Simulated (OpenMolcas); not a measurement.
# Re⁵⁺ among point charges: CASSCF and CASPT2 levels and susceptibility

How does a field of 6 point charges split the states of Re⁵⁺, and what χT follows?

Program: OpenMolcas 26.06. Level of theory: state-averaged CASSCF and CASPT2, spin-orbit coupling by RASSI with atomic mean-field integrals. These are calculated values, not measurements, unless marked.

### 1 The atom as given

| Item | Value |
| --- | --- |
| Species | Re⁵⁺ (rhenium, Z = 75, 70 electrons) |
| Basis | ANO-RCC-VDZP [7s6p4d2f1g], 68 functions |
| Scalar Hamiltonian | DKH2, point nucleus |
| Inactive shells | 1s 2s 2p 3s 3p 3d 4s 4p 4d 4f 5s 5p |
| Active space | 2 electrons in 5 orbitals (5d) |
| Some configurations of this space | 5d2 |
| Orbitals | optimised for each spin and parity, averaged over all roots |

Outer shells as boxes (Hund's rule):

5d2
```
5d [↑ ][↑ ][  ][  ][  ]
```

The ion sits among 6 point charges of -1.7 e arranged as an octahedron (Oh), 1.98 Å from the ion.

Each step is its own input file, run in one work folder so that later steps find the files of earlier ones. Labels, J, g values, rates, χT and fits are worked out afterwards by a script from the matrices that RASSI stores. The input lists half of the charges; inversion (Group=XYZ) makes the rest.

### 2 One- and two-electron integrals

a.inp

```
&GATEWAY
Coord
1

Re 0.0 0.0 0.0
Basis=ANO-RCC-VDZP
Group=XYZ
NoMove
AngMom=0.0 0.0 0.0
AMFI
XField
3 Angstrom 0
1.980000 0.000000 0.000000 -1.700000
0.000000 1.980000 0.000000 -1.700000
0.000000 0.000000 1.980000 -1.700000
&SEWARD
```

Launch:

```
$ OMP_NUM_THREADS=1 MOLCAS_MEM=1689 MOLCAS_PROJECT=a pymolcas a.inp > a.log
```

### 3 Reference wave functions, triplets of even parity, 10 roots

a.inp

```
&RASSCF
FileOrb=start.orb
Symmetry=1
Spin=3
nActEl=2 0 0
Inactive=15 19
Ras2=5 0
CIRoot=10 10 1
SDav=10
CIMx=300
Iter=120 100
PrWF=0.3
OrbListing=Nothing
MaxOrb=0
>>> COPY $Project.JobIph JOB001
```

start.orb holds the contracted functions of the basis, ordered by shell, or the orbitals of the step before.

### 4 CASSCF: singlets of even parity, 15 roots

a.inp

```
&RASSCF
FileOrb=start.orb
Symmetry=1
Spin=1
nActEl=2 0 0
Inactive=15 19
Ras2=5 0
CIRoot=15 15 1
SDav=15
CIMx=300
Iter=120 100
PrWF=0.3
OrbListing=Nothing
MaxOrb=0
>>> COPY $Project.JobIph JOB002
```

### 5 State interaction with spin-orbit coupling

a.inp

```
&RASSI
NrOfJobIphs=2 10 15
1 2 3 4 5 6 7 8 9 10
1 2 3 4 5 6 7 8 9 10 11 12 13 14 15
IphNames
JOB001
JOB002
EJob
SpinOrbit
DIPRint=1.0
SOCoupling=1000.0
Subsets=2
Property=9
'ANGMOM' 1 'ANGMOM' 2 'ANGMOM' 3 'MLTPL  1' 1 'MLTPL  1' 2 'MLTPL  1' 3
'AMFI' 1 'AMFI' 2 'AMFI' 3
SOProperty=3
'ANGMOM' 1 'ANGMOM' 2 'ANGMOM' 3
```

### 6 CASPT2: IPEA 0.25, imaginary shift 0.1 (closed shells correlated: 5s 5p)

a.inp

```
>>> COPY JOB001 $Project.JobIph
&CASPT2
Multistate=10 1 2 3 4 5 6 7 8 9 10
NoMult
Frozen=14 16
IPEA=0.25
Imaginary=0.1
MaxIter=60
WThr=0.0 0.3 0.05
PrWF=0.5
NoMix
>>> COPY JOB002 $Project.JobIph
&CASPT2
Multistate=15 1 2 3 4 5 6 7 8 9 10 11 12 13 14 15
NoMult
Frozen=14 16
IPEA=0.25
Imaginary=0.1
MaxIter=60
WThr=0.0 0.3 0.05
PrWF=0.5
NoMix
```

(Steps that only read results are left out.)

Q: Predict the outcome of this session. Wanted: spin-free ground state; first state of the same spin within the active space; lowest level; next level.

**Answer**, as computed:

| quantity | value |
| --- | --- |
| method | SS-CASPT2, IPEA 0.25, imaginary shift 0.1 (closed shells correlated: 5s 5p) |
| spin-free ground state | 3T1, 3-fold in its orbital part |
| first state of the same spin within the active space | 3T2 at 9110 cm⁻¹ |
| lowest level | 2-fold E, g = 0.00, 0.00, 0.00 |
| next level | 1166.9 cm⁻¹ |
| χT at 300 K | 0.06 cm³ K/mol |
| effective moment at 300 K | 0.70 μB |

Cost by method:

| method | time of its own steps | time with the reference |
| --- | --- | --- |
| A. CASSCF | 4.9 s | 4.9 s |
| B. SS-CASPT2, IPEA 0.25, imaginary shift 0.1, +5s 5p | 2.3 s | 7.2 s |

Times are of one thread on a shared host.

What this shows: The spin-free ground state (3T1) comes to 96 % from free-ion F terms and keeps the highest spin of the shell. χT at 300 K is 0.06, against 1.00 cm³ K/mol for the spin alone, so spin-orbit coupling lowers it. A ligand-field fit to the states below 45000 cm-1 gives 10Dq = 10569 cm-1, B = 759 cm-1 and C = 3284 cm-1 (C/B = 4.33), with a deviation of 211 cm-1. CASPT2 does not keep the components of a term degenerate, and the means are used. The field of point charges can differ much from that of real complexes. Point charges carry no covalency, so the field is a model and not that of real ligands.
